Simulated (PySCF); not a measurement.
# C₂H₈BF₂N: core binding energies at several levels of theory, part 3 of 3

PySCF 2.14.0. Atoms count from 0.

## (8) Core-electron binding energies: SCAN, X2C

What the job is given:

```
{"job": {"kind": "xps", "basis": "def2-TZVP"}, "charge": 0, "multiplicity": 1}
N      1.460539     0.451305     0.337844
B      0.679780    -0.956695     0.072529
C     -0.801718    -0.633103    -0.535450
C     -1.422109     0.642133    -0.058107
F     -1.268313     0.806435     1.291703
F     -0.776971     1.717324    -0.626310
H      2.408732     0.275738     0.667305
H      1.501407     1.038586    -0.496302
H      0.961560     0.988763     1.050614
H      1.384209    -1.586457    -0.708077
H      0.644440    -1.484675     1.177812
H     -0.808784    -0.580694    -1.637318
H     -1.473907    -1.463633    -0.266617
H     -2.496764     0.769674    -0.276220
```

Method: delta-SCF UKS SCAN, def2-TZVP on the ionised atom, pcseg-1 elsewhere, spin-free X2C.

What it wrote:

```text
ground state, core basis on atom 0 (N), 141 functions
  cycle   1  E = -360.29503293  |g| = 7.19e-01
  cycle   2  E = -360.19033393  |g| = 1.05e+00
  cycle   3  E = -360.40537590  |g| = 1.10e-01
  cycle   4  E = -360.40763292  |g| = 4.31e-02
  cycle   5  E = -360.40805191  |g| = 7.91e-03
  cycle   6  E = -360.40806838  |g| = 2.59e-03
  cycle   7  E = -360.40806874  |g| = 1.31e-03
  cycle   8  E = -360.40806978  |g| = 3.92e-04
  E(ground) = -360.40772760 Eh
hole in N 1s of atom 0
  cycle   1  E = -344.74767629  |g| = 1.80e+00
  cycle   2  E = -344.16587952  |g| = 1.84e+00
  cycle   3  E = -345.32962242  |g| = 4.48e-01
  cycle   4  E = -345.39333212  |g| = 1.76e-01
  cycle   5  E = -345.40221345  |g| = 6.16e-02
  cycle   6  E = -345.40336432  |g| = 1.77e-02
  cycle   7  E = -345.40349826  |g| = 4.46e-03
  cycle   8  E = -345.40350601  |g| = 2.99e-03
  cycle   9  E = -345.40350871  |g| = 1.01e-03
  cycle  10  E = -345.40350976  |g| = 2.99e-04
  E(ion) = -345.40264424 Eh   <S^2> = 0.7633   hole on atom = 1.000   binding energy = 408.309 eV
ground state, core basis on atom 1 (B), 141 functions
  cycle   1  E = -360.39120039  |g| = 2.86e-02
  cycle   2  E = -360.39116133  |g| = 2.58e-02
  cycle   3  E = -360.39133946  |g| = 4.86e-03
  cycle   4  E = -360.39134450  |g| = 1.62e-03
  cycle   5  E = -360.39134382  |g| = 2.45e-04
  E(ground) = -360.39398481 Eh
hole in B 1s of atom 1
  cycle   1  E = -352.84152155  |g| = 1.15e+00
  cycle   2  E = -352.43275733  |g| = 1.27e+00
  cycle   3  E = -353.19759071  |g| = 2.81e-01
  cycle   4  E = -353.23587641  |g| = 1.06e-01
  cycle   5  E = -353.24040591  |g| = 2.84e-02
  cycle   6  E = -353.24073817  |g| = 8.70e-03
  cycle   7  E = -353.24076695  |g| = 6.24e-03
  cycle   8  E = -353.24078716  |g| = 2.29e-03
  cycle   9  E = -353.24079088  |g| = 1.15e-03
  cycle  10  E = -353.24079139  |g| = 5.02e-04
  cycle  11  E = -353.24079315  |g| = 1.17e-04
  E(ion) = -353.24573032 Eh   <S^2> = 0.7680   hole on atom = 1.000   binding energy = 194.514 eV
ground state, core basis on atom 2 (C), 141 functions
  cycle   1  E = -360.39749148  |g| = 1.71e-02
  cycle   2  E = -360.39745803  |g| = 2.00e-02
  cycle   3  E = -360.39755689  |g| = 2.67e-03
  cycle   4  E = -360.39755976  |g| = 1.58e-03
  cycle   5  E = -360.39756008  |g| = 3.86e-04
  E(ground) = -360.39909283 Eh
hole in C 1s of atom 2
  cycle   1  E = -349.18691757  |g| = 1.47e+00
  cycle   2  E = -348.59446366  |g| = 1.66e+00
  cycle   3  E = -349.66080857  |g| = 4.23e-01
  cycle   4  E = -349.71386727  |g| = 2.34e-01
  cycle   5  E = -349.73065482  |g| = 3.70e-02
  cycle   6  E = -349.73114547  |g| = 1.20e-02
  cycle   7  E = -349.73120932  |g| = 3.77e-03
  cycle   8  E = -349.73121881  |g| = 2.11e-03
  cycle   9  E = -349.73122112  |g| = 1.07e-03
  cycle  10  E = -349.73122198  |g| = 5.59e-04
  cycle  11  E = -349.73122259  |g| = 2.43e-04
  E(ion) = -349.73241752 Eh   <S^2> = 0.7652   hole on atom = 1.000   binding energy = 290.255 eV
ground state, core basis on atom 3 (C), 141 functions
  cycle   1  E = -360.40446060  |g| = 2.77e-02
  cycle   2  E = -360.40432119  |g| = 3.80e-02
  cycle   3  E = -360.40460102  |g| = 5.93e-03
  cycle   4  E = -360.40460562  |g| = 2.16e-03
  cycle   5  E = -360.40460899  |g| = 3.97e-04
  E(ground) = -360.40496482 Eh
hole in C 1s of atom 3
  cycle   1  E = -349.01664643  |g| = 1.46e+00
  cycle   2  E = -342.69557812  |g| = 3.13e+00
  cycle   3  E = -349.13735205  |g| = 9.26e-01
  cycle   4  E = -349.42166488  |g| = 5.63e-01
  cycle   5  E = -349.53395973  |g| = 1.48e-01
  cycle   6  E = -349.54013566  |g| = 5.73e-02
  cycle   7  E = -349.54190042  |g| = 1.10e-02
  cycle   8  E = -349.54193576  |g| = 8.12e-03
  cycle   9  E = -349.54195927  |g| = 2.69e-03
  cycle  10  E = -349.54196397  |g| = 1.26e-03
  cycle  11  E = -349.54196440  |g| = 6.10e-04
  cycle  12  E = -349.54196488  |g| = 1.88e-04
  E(ion) = -349.54416796 Eh   <S^2> = 0.7705   hole on atom = 1.000   binding energy = 295.537 eV
ground state, core basis on atom 4 (F), 141 functions
  cycle   1  E = -360.43601146  |g| = 5.66e-02
  cycle   2  E = -360.43545617  |g| = 7.95e-02
  cycle   3  E = -360.43632374  |g| = 1.33e-02
  cycle   4  E = -360.43634560  |g| = 4.49e-03
  cycle   5  E = -360.43634882  |g| = 7.00e-04
  cycle   6  E = -360.43635154  |g| = 2.88e-04
  E(ground) = -360.43911161 Eh
hole in F 1s of atom 4
  cycle   1  E = -334.07983608  |g| = 2.46e+00
  cycle   2  E = -333.36611642  |g| = 2.15e+00
  cycle   3  E = -334.67318006  |g| = 7.35e-01
  cycle   4  E = -334.89850817  |g| = 3.39e-01
  cycle   5  E = -334.93559980  |g| = 1.38e-01
  cycle   6  E = -334.94078555  |g| = 4.87e-02
  cycle   7  E = -334.94171666  |g| = 6.04e-03
  cycle   8  E = -334.94173155  |g| = 3.12e-03
  cycle   9  E = -334.94173630  |g| = 5.96e-04
  cycle  10  E = -334.94173658  |g| = 2.27e-04
  E(ion) = -334.95134119 Eh   <S^2> = 0.7564   hole on atom = 1.000   binding energy = 693.558 eV
```

Run time: 43 s. Hardware: 1 thread of Arm Neoverse V1, shared host; peak memory 0.61 GiB.

The holes in one table. −ε is the ground-state orbital energy:

| hole | stands for | environment | ΔSCF (eV) | −ε (eV) | ⟨S²⟩ |
| --- | --- | --- | --- | --- | --- |
| N1s on N0 | N0 | donor nitrogen of a Lewis adduct | 408.31 | 388.0 | 0.763 |
| B1s on B1 | B1 | boron bonded to C, N, 2 H | 194.51 | 178.5 | 0.768 |
| C1s on C2 | C2 | sp3 CH2 bonded to B | 290.26 | 272.7 | 0.765 |
| C1s on C3 | C3 | sp3 CH bonded to 2 F | 295.54 | 277.5 | 0.770 |
| F1s on F4 | F4, F5 | fluorine of a CF2 group | 693.56 | 666.9 | 0.756 |

Each hole run stands for the others of its class of like atoms.

## (9) Core holes by ΔSCF: SCAN, non-relativistic

The job, as its differences from that of step 8:

```diff
@@ -1,2 +1,2 @@
-{"job": {"kind": "xps", "basis": "def2-TZVP"}, "charge": 0, "multiplicity": 1}
+{"job": {"kind": "xps", "x2c": false}, "charge": 0, "multiplicity": 1}
 N      1.460539     0.451305     0.337844
```

Level: delta-SCF UKS SCAN, pcX-2 on the ionised atom, pcseg-1 elsewhere, non-relativistic.

What it wrote:

```text
ground state, core basis on atom 0 (N), 155 functions
  cycle   1  E = -360.06845802  |g| = 7.12e-01
  cycle   2  E = -359.96792344  |g| = 1.03e+00
  cycle   3  E = -360.17666450  |g| = 1.09e-01
  cycle   4  E = -360.17879217  |g| = 4.60e-02
  cycle   5  E = -360.17926951  |g| = 8.45e-03
  cycle   6  E = -360.17928648  |g| = 2.64e-03
  cycle   7  E = -360.17928717  |g| = 1.31e-03
  cycle   8  E = -360.17928808  |g| = 3.93e-04
  E(ground) = -360.17847983 Eh
hole in N 1s of atom 0
  cycle   1  E = -344.52407886  |g| = 1.85e+00
  cycle   2  E = -343.89572278  |g| = 2.03e+00
  cycle   3  E = -345.14512613  |g| = 3.98e-01
  cycle   4  E = -345.18759453  |g| = 1.84e-01
  cycle   5  E = -345.19740599  |g| = 6.34e-02
  cycle   6  E = -345.19857062  |g| = 1.95e-02
  cycle   7  E = -345.19872944  |g| = 5.65e-03
  cycle   8  E = -345.19874164  |g| = 3.27e-03
  cycle   9  E = -345.19874518  |g| = 1.13e-03
  cycle  10  E = -345.19874614  |g| = 3.77e-04
  E(ion) = -345.19765658 Eh   <S^2> = 0.7646   hole on atom = 1.000   binding energy = 407.649 eV
ground state, core basis on atom 1 (B), 155 functions
  cycle   1  E = -360.16064253  |g| = 3.84e-02
  cycle   2  E = -360.16061569  |g| = 2.25e-02
  cycle   3  E = -360.16072697  |g| = 1.02e-02
  cycle   4  E = -360.16075544  |g| = 1.82e-03
  cycle   5  E = -360.16075739  |g| = 3.25e-04
  E(ground) = -360.16369773 Eh
hole in B 1s of atom 1
  cycle   1  E = -352.61357600  |g| = 1.17e+00
  cycle   2  E = -352.13964365  |g| = 1.41e+00
  cycle   3  E = -352.99300242  |g| = 2.54e-01
  cycle   4  E = -353.01997531  |g| = 1.19e-01
  cycle   5  E = -353.02569424  |g| = 2.89e-02
  cycle   6  E = -353.02600773  |g| = 1.02e-02
  cycle   7  E = -353.02603410  |g| = 8.50e-03
  cycle   8  E = -353.02606095  |g| = 2.36e-03
  cycle   9  E = -353.02606444  |g| = 1.27e-03
  cycle  10  E = -353.02606624  |g| = 5.17e-04
  cycle  11  E = -353.02606625  |g| = 1.75e-04
  E(ion) = -353.03040865 Eh   <S^2> = 0.7714   hole on atom = 1.000   binding energy = 194.107 eV
ground state, core basis on atom 2 (C), 155 functions
  cycle   1  E = -360.16773244  |g| = 4.02e-02
  cycle   2  E = -360.16770192  |g| = 1.91e-02
  cycle   3  E = -360.16773952  |g| = 1.47e-02
  cycle   4  E = -360.16779249  |g| = 1.24e-03
  cycle   5  E = -360.16779214  |g| = 4.75e-04
  E(ground) = -360.16890975 Eh
hole in C 1s of atom 2
  cycle   1  E = -348.95939502  |g| = 1.51e+00
  cycle   2  E = -348.32102121  |g| = 1.81e+00
  cycle   3  E = -349.46745289  |g| = 3.77e-01
  cycle   4  E = -349.50193445  |g| = 2.37e-01
  cycle   5  E = -349.51879138  |g| = 4.58e-02
  cycle   6  E = -349.51945035  |g| = 1.19e-02
  cycle   7  E = -349.51950368  |g| = 6.06e-03
  cycle   8  E = -349.51952190  |g| = 2.25e-03
  cycle   9  E = -349.51952386  |g| = 1.16e-03
  cycle  10  E = -349.51952456  |g| = 6.96e-04
  cycle  11  E = -349.51952504  |g| = 2.37e-04
  E(ion) = -349.52060156 Eh   <S^2> = 0.7668   hole on atom = 1.000   binding energy = 289.755 eV
ground state, core basis on atom 3 (C), 155 functions
  cycle   1  E = -360.17533325  |g| = 4.33e-02
  cycle   2  E = -360.17527800  |g| = 2.74e-02
  cycle   3  E = -360.17535721  |g| = 2.00e-02
  cycle   4  E = -360.17543250  |g| = 3.47e-03
  cycle   5  E = -360.17543335  |g| = 7.26e-04
  cycle   6  E = -360.17543425  |g| = 1.26e-04
  E(ground) = -360.17548258 Eh
hole in C 1s of atom 3
  cycle   1  E = -348.78786122  |g| = 1.50e+00
  cycle   2  E = -342.31197040  |g| = 3.35e+00
  cycle   3  E = -348.96094072  |g| = 8.92e-01
  cycle   4  E = -349.22004785  |g| = 5.52e-01
  cycle   5  E = -349.31945683  |g| = 1.54e-01
  cycle   6  E = -349.32670577  |g| = 4.85e-02
  cycle   7  E = -349.32795110  |g| = 1.00e-02
  cycle   8  E = -349.32798019  |g| = 8.01e-03
  cycle   9  E = -349.32800212  |g| = 2.77e-03
  cycle  10  E = -349.32800568  |g| = 1.27e-03
  cycle  11  E = -349.32800754  |g| = 6.06e-04
  cycle  12  E = -349.32800770  |g| = 2.03e-04
  E(ion) = -349.33032921 Eh   <S^2> = 0.7722   hole on atom = 1.000   binding energy = 295.112 eV
ground state, core basis on atom 4 (F), 155 functions
  cycle   1  E = -360.20755784  |g| = 6.25e-02
  cycle   2  E = -360.20730025  |g| = 5.42e-02
  cycle   3  E = -360.20759965  |g| = 3.02e-02
  cycle   4  E = -360.20771567  |g| = 4.52e-03
  cycle   5  E = -360.20771982  |g| = 7.80e-04
  cycle   6  E = -360.20772053  |g| = 3.02e-04
  E(ground) = -360.21071046 Eh
hole in F 1s of atom 4
  cycle   1  E = -333.87650465  |g| = 2.58e+00
  cycle   2  E = -333.11932507  |g| = 2.42e+00
  cycle   3  E = -334.52310822  |g| = 6.98e-01
  cycle   4  E = -334.70783541  |g| = 3.76e-01
  cycle   5  E = -334.75741426  |g| = 1.32e-01
  cycle   6  E = -334.76212260  |g| = 4.81e-02
  cycle   7  E = -334.76302543  |g| = 6.89e-03
  cycle   8  E = -334.76304318  |g| = 3.40e-03
  cycle   9  E = -334.76304847  |g| = 6.57e-04
  cycle  10  E = -334.76304878  |g| = 2.46e-04
  E(ion) = -334.77265497 Eh   <S^2> = 0.7571   hole on atom = 1.000   binding energy = 692.205 eV
```

It took 45 s on 1 thread of Arm Neoverse V1, shared host; peak memory 0.61 GiB.

Binding energies by hole, beside the orbital energy of the ground state; the difference holds orbital relaxation and, for a density functional, its self-interaction error:

| hole | stands for | environment | ΔSCF (eV) | −ε (eV) | ⟨S²⟩ |
| --- | --- | --- | --- | --- | --- |
| N1s on N0 | N0 | donor nitrogen of a Lewis adduct | 407.65 | 387.9 | 0.765 |
| B1s on B1 | B1 | boron bonded to C, N, 2 H | 194.11 | 178.4 | 0.771 |
| C1s on C2 | C2 | sp3 CH2 bonded to B | 289.76 | 272.7 | 0.767 |
| C1s on C3 | C3 | sp3 CH bonded to 2 F | 295.11 | 277.5 | 0.772 |
| F1s on F4 | F4, F5 | fluorine of a CF2 group | 692.20 | 666.2 | 0.757 |

Each hole run stands for the others of its class of like atoms.

## (10) Outcome

The summary covers parts 1 to 3.

| quantity | value |
| --- | --- |
| C1s binding energies, SCAN/pcX-2 | C3 295.21, C2 289.86 eV |
| N1s binding energies, SCAN/pcX-2 | N0 407.86 eV |
| B1s binding energies, SCAN/pcX-2 | B1 194.15 eV |
| F1s binding energies, SCAN/pcX-2 | F4 692.84 eV |
| C1s binding energies, B3LYP/pcX-2 | C3 295.33, C2 289.93 eV |
| N1s binding energies, B3LYP/pcX-2 | N0 407.78 eV |
| B1s binding energies, B3LYP/pcX-2 | B1 194.43 eV |
| F1s binding energies, B3LYP/pcX-2 | F4 692.53 eV |
| C1s binding energies, PBE0/pcX-2 | C3 294.77, C2 289.40 eV |
| N1s binding energies, PBE0/pcX-2 | N0 407.30 eV |
| B1s binding energies, PBE0/pcX-2 | B1 193.73 eV |
| F1s binding energies, PBE0/pcX-2 | F4 691.94 eV |
| C1s binding energies, PBE/pcX-2 | C3 294.11, C2 289.00 eV |
| N1s binding energies, PBE/pcX-2 | N0 406.91 eV |
| B1s binding energies, PBE/pcX-2 | B1 193.38 eV |
| F1s binding energies, PBE/pcX-2 | F4 691.63 eV |
| C1s binding energies, HF/pcX-2 | C3 295.68, C2 289.72 eV |
| N1s binding energies, HF/pcX-2 | N0 407.61 eV |
| B1s binding energies, HF/pcX-2 | B1 194.06 eV |
| F1s binding energies, HF/pcX-2 | F4 692.09 eV |
| C1s binding energies, SCAN/pcX-1 | C3 295.22, C2 289.86 eV |
| N1s binding energies, SCAN/pcX-1 | N0 407.91 eV |
| B1s binding energies, SCAN/pcX-1 | B1 194.15 eV |
| F1s binding energies, SCAN/pcX-1 | F4 693.01 eV |
| C1s binding energies, SCAN/def2-TZVP | C3 295.54, C2 290.26 eV |
| N1s binding energies, SCAN/def2-TZVP | N0 408.31 eV |
| B1s binding energies, SCAN/def2-TZVP | B1 194.51 eV |
| F1s binding energies, SCAN/def2-TZVP | F4 693.56 eV |
| C1s binding energies, SCAN/pcX-2, non-relativistic | C3 295.11, C2 289.76 eV |
| N1s binding energies, SCAN/pcX-2, non-relativistic | N0 407.65 eV |
| B1s binding energies, SCAN/pcX-2, non-relativistic | B1 194.11 eV |
| F1s binding energies, SCAN/pcX-2, non-relativistic | F4 692.20 eV |

In words: Single values in the summary come from the first sound run of each kind (SCAN/pcX-2), which need not be the best level. At SCAN/pcX-2: C3 (sp3 CH bonded to 2 F) binds its C1s electron 5.35 eV more tightly than C2 (sp3 CH2 bonded to B). At B3LYP/pcX-2: The C1s levels kept as sound span 5.40 eV, from C2 (sp3 CH2 bonded to B) up to C3 (sp3 CH bonded to 2 F). At PBE0/pcX-2: C3 (sp3 CH bonded to 2 F) binds its C1s electron 5.37 eV more tightly than C2 (sp3 CH2 bonded to B). At PBE/pcX-2: The C1s levels kept as sound span 5.10 eV, from C2 (sp3 CH2 bonded to B) up to C3 (sp3 CH bonded to 2 F). At HF/pcX-2: The C1s levels kept as sound span 5.96 eV, from C2 (sp3 CH2 bonded to B) up to C3 (sp3 CH bonded to 2 F). At SCAN/pcX-1: The C1s levels kept as sound span 5.36 eV, from C2 (sp3 CH2 bonded to B) up to C3 (sp3 CH bonded to 2 F). At SCAN/def2-TZVP: The C1s levels kept as sound span 5.28 eV, from C2 (sp3 CH2 bonded to B) up to C3 (sp3 CH bonded to 2 F). At SCAN/pcX-2, non-relativistic: C3 (sp3 CH bonded to 2 F) binds its C1s electron 5.36 eV more tightly than C2 (sp3 CH2 bonded to B).
